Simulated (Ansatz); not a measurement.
# C₈H₁₄HfO₃: small, medium and large basis sets

Aim: see how fast density functionals converge with the basis set for C₈H₁₄HfO₃.

Method: one geometry, several basis sets; program: Ansatz 0.2.0, Gaussian basis.

Levels to be run: PBE0-D4/def2-SVP; ωB97M-V/def2-SVP; PBE0-D4/def2-QZVPP; ωB97M-V/def2-QZVPP; the functionals' def2-TZVPP values are taken from earlier runs.

## Step 1: Structure used throughout

An earlier PBE0-D4/def2-TZVP relaxation fixed the geometry. Hf takes the def2 core potential; no spin-orbit term is included.

26 atoms, charge 0, spin multiplicity 1.

Atoms are counted from 1 here; the program's logs count them from 0.

Bond lengths: C1–C2 1.518 Å, C1–H13 1.092 Å, C1–H14 1.093 Å, C1–H15 1.092 Å, C2–C3 1.496 Å, C2–H16 1.097 Å, C2–H17 1.093 Å, C3–C4 1.416 Å, C3–C7 1.412 Å, C3–Hf8 2.561 Å, C4–C5 1.414 Å, C4–Hf8 2.527 Å, C4–H18 1.081 Å, C5–C6 1.408 Å, C5–Hf8 2.526 Å, C5–H19 1.080 Å, C6–C7 1.416 Å, C6–Hf8 2.523 Å and more. Angles: C2–C1–H13 110.7°, C2–C1–H14 111.7°, C2–C1–H15 110.6°, H13–C1–H14 108.4°, H13–C1–H15 107.8°, H14–C1–H15 107.5°, C1–C2–C3 114.4°, C1–C2–H16 109.6°, C1–C2–H17 109.3°, C3–C2–H16 108.2°, C3–C2–H17 108.5°, H16–C2–H17 106.6°, C2–C3–C4 125.6°, C2–C3–C7 127.5°, C2–C3–Hf8 120.4°, C4–C3–C7 106.9°, C4–C3–Hf8 72.5°, C7–C3–Hf8 72.8° and more.

## Step 2: PBE0-D4 in def2-SVP

File in.yaml:

```yaml
crystal:
  periodic: [false, false, false]
  atoms:
    - {symbol: C, position_ang: [1.873949, 1.990028, 1.029934]}
    - {symbol: C, position_ang: [0.399015, 2.298336, 0.845136]}
    - {symbol: C, position_ang: [-0.289289, 1.439506, -0.168409]}
    - {symbol: C, position_ang: [-1.691135, 1.292566, -0.308411]}
    - {symbol: C, position_ang: [-1.950641, 0.435922, -1.402486]}
    - {symbol: C, position_ang: [-0.712319, 0.023869, -1.929825]}
    - {symbol: C, position_ang: [0.309506, 0.638276, -1.165584]}
    - {symbol: Hf, position_ang: [-0.864998, -0.996068, 0.373283]}
    - {symbol: O, position_ang: [-2.527236, -1.995464, 0.524304]}
    - {symbol: O, position_ang: [-0.413524, -0.388184, 2.198897]}
    - {symbol: O, position_ang: [0.440731, -2.345021, -0.072670]}
    - {symbol: C, position_ang: [1.485837, -2.978625, -0.719788]}
    - {symbol: H, position_ang: [2.014386, 0.959542, 1.364031]}
    - {symbol: H, position_ang: [2.436194, 2.131878, 0.103396]}
    - {symbol: H, position_ang: [2.311893, 2.648012, 1.783020]}
    - {symbol: H, position_ang: [0.277783, 3.346081, 0.544965]}
    - {symbol: H, position_ang: [-0.117101, 2.185878, 1.802404]}
    - {symbol: H, position_ang: [-2.433970, 1.765474, 0.319384]}
    - {symbol: H, position_ang: [-2.925057, 0.129039, -1.753037]}
    - {symbol: H, position_ang: [-0.564052, -0.654893, -2.757581]}
    - {symbol: H, position_ang: [1.371079, 0.506903, -1.317692]}
    - {symbol: H, position_ang: [-3.470200, -2.053921, 0.412601]}
    - {symbol: H, position_ang: [-0.308554, -0.898103, 3.000231]}
    - {symbol: H, position_ang: [1.821223, -2.406818, -1.595420]}
    - {symbol: H, position_ang: [1.182602, -3.974901, -1.062782]}
    - {symbol: H, position_ang: [2.343900, -3.099279, -0.047891]}
basis:
  gaussian: {orbitals: def2-SVP}
hamiltonian: {xc: pbe0, dispersion: d4}
output: {orbitals: {seedname: orbitals}}
```

Command:

```bash
> ansatz run in.yaml --threads 11 --pin off --events-out ev --progress --plain --max-ram 110592MiB --backend cpu
```

Further steps of the session: ωB97M-V in def2-SVP; PBE0-D4 in def2-QZVPP; ωB97M-V in def2-QZVPP.

Q: Predict the results of all the runs planned. Wanted: PBE0-D4: double and triple zeta above quadruple; ωB97M-V: double and triple zeta above quadruple.

As calculated:

| quantity | value |
| --- | --- |
| PBE0-D4: double and triple zeta above quadruple | 17.74, 0.82 eV |
| ωB97M-V: double and triple zeta above quadruple | 18.35, 0.77 eV |

PBE0-D4 gains 16.92 eV from double to triple zeta, then 0.82 eV more. These are total energies; as a rule much of such shifts cancels in differences, which this series doesn't test. The LUMO of ωB97M-V is positive and keeps falling with the basis (1.85 to 0.81 eV): an unbound level that the basis holds in place.
